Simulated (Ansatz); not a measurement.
Runs of Ansatz 0.2.0 on GeSb2Te4. The structure is trigonal, space group R-3m (No. 166). The conventional cell has a = 4.319 Å, b = 4.319 Å, c = 39.684 Å, α = 90.00°, β = 90.00°, γ = 120.00°. Around Te (site symmetry 3m) lie 3 Ge at 3.01 Å and 3 Te at 3.31 Å. Te (site symmetry 3m) is surrounded by 3 Sb at 3.03 Å and 3 Te at 3.31 Å. Sb (site symmetry 3m) is surrounded by 3 Te at 3.03 Å and 3 Sb at 3.24 Å. Ge (site symmetry -3m) has 6 Te at 3.01 Å as nearest neighbours. The cell is a database's computed one.

| level | gap on the mesh (eV) | pressure (GPa) | relaxed volume (Å³/atom) |
| --- | --- | --- | --- |
| PBEsol+D4 | none | 0.0 | 28.09 |
| PBEsol+D3(BJ)-ATM | none | 0.0 | 27.75 |
| PBEsol+D3(BJ) | none | 0.0 | (a) |
| PBEsol | none | 0.0 | 28.85 |

Alike in all rows: task relaxation of cell and atoms; potentials or basis Ansatz PAW; no spin polarisation; cell relaxed; k mesh 7 × 7 × 7; cutoff (eV) 420; smearing fermi-dirac 0.05 eV.

Q: Fill in the values left out.

A: (a) 27.62.

Caveats: the plane-wave basis is chosen anew once the cell has moved, so the energies of steps on either side of that aren't comparable; the PAW data sets come from PBE, with cores solved anew for the run's functional, which leaves a small shift of forces and pressure; pairwise dispersion overbinds metals, which lowers pressure and volume (some runs).

A k mesh can miss the band edges, and the runs leave out spin-orbit coupling on Ge, Sb, Te.

A gap of «none» marks a metal or a gap under the smearing width.
